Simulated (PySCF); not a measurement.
# C2H11BN2: the cost of one run

The runs use PySCF 2.14.0, with density-fitted response routines of our own; the level of theory stands in each step. All values are computed, except where a source is named. Atoms are numbered from 0 throughout.

## (1) The starting structure

16 atoms, charge 0, multiplicity 1; geometry from: GFN2-xTB. The atoms were then displaced at random by about 0.01 Å, so the start is not that level's minimum.

Bonds of the start (Å): C0–C1 1.56, C1–B2 1.64, B2–N3 1.45, B2–N4 1.74, C0–H5 1.07, C0–H6 1.10, C0–H7 1.06, C1–H8 1.11, C1–H9 1.10, B2–H10 1.17, N3–H11 1.01, N3–H12 1.05, N4–H13 0.99, N4–H14 1.02, N4–H15 1.00.

## (2) Optimising the geometry at PBE0-D3(BJ)/def2-SVP

The job: settings as JSON, then the geometry in Å.

```
{"job": {"xc": "PBE0", "basis": "def2-SVP", "d3": "d3bj", "grid": 1, "shake": 0.01, "kind": "geom"}, "charge": 0, "multiplicity": 1}
C      1.978930    -0.120330    -0.177200
C      0.749920     0.543890     0.508870
B     -0.677770     0.417360    -0.292230
N     -1.820510     0.848180     0.481420
N     -0.919670    -1.297680    -0.424460
H      2.883250     0.141900     0.338100
H      2.055650     0.267700    -1.202540
H      1.882480    -1.175370    -0.219970
H      0.675890     0.140360     1.541870
H      0.976550     1.608170     0.651460
H     -0.651580     0.765660    -1.413970
H     -1.693990     1.131020     1.446380
H     -2.501470     1.517130     0.036640
H     -0.214700    -1.713540    -0.978460
H     -0.906580    -1.674100     0.527670
H     -1.835450    -1.402720    -0.812820
```

The run is started by

```sh
$ OMP_NUM_THREADS=1 python probes_run.py task.json out
```

One launch serves the whole session: the jobs run in the order shown.

**Question.** How long does this first job take on 1 thread of Arm Neoverse V1, shared host, and how much memory does it need?

About 65 s, with a peak of 0.5 GiB.
